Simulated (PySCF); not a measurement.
# C2H4ClNSi: the cost of one run

Programs: PySCF 2.14.0, with density-fitted response routines of our own. Each step states its level of theory. These are calculated values for one molecule in the gas phase, unless marked as measured. Atoms count from 0, in the outputs and in this text.

## 1. The starting structure

9 atoms, charge 0, multiplicity 1; geometry from: GFN2-xTB. The atoms were then displaced at random by about 0.01 Å, so the start is not that level's minimum.

Bonds of the start (Å): N0–C1 1.14, C1–Si2 1.87, Si2–C3 1.86, C3–Cl4 1.79, Si2–H5 1.46, Si2–H6 1.48, C3–H7 1.10, C3–H8 1.11.

## 2. Optimising the geometry at PBE0-D3(BJ)/def2-SVP

Job settings and geometry (Å):

```
{"job": {"xc": "PBE0", "basis": "def2-SVP", "d3": "d3bj", "grid": 1, "shake": 0.01, "kind": "geom"}, "charge": 0, "multiplicity": 1}
N      2.304970     1.632790    -0.821560
C      1.621520     0.787020    -0.470790
Si     0.547790    -0.636440     0.100280
C     -1.206600    -0.020770     0.007160
Cl    -1.467450     1.301050     1.179800
H      0.760800    -1.731220    -0.838060
H      0.944930    -0.939660     1.489010
H     -1.489380     0.382490    -0.970830
H     -1.958770    -0.792420     0.291260
```

Started as:

```bash
> OMP_NUM_THREADS=1 python probes_run.py task.json out
```

The driver reads the jobs from task.json and runs them one after another.

Q: Estimate the wall time and peak memory of this first job on 1 thread of Arm Neoverse V1, shared host.

About 16 s, with a peak of 0.4 GiB.
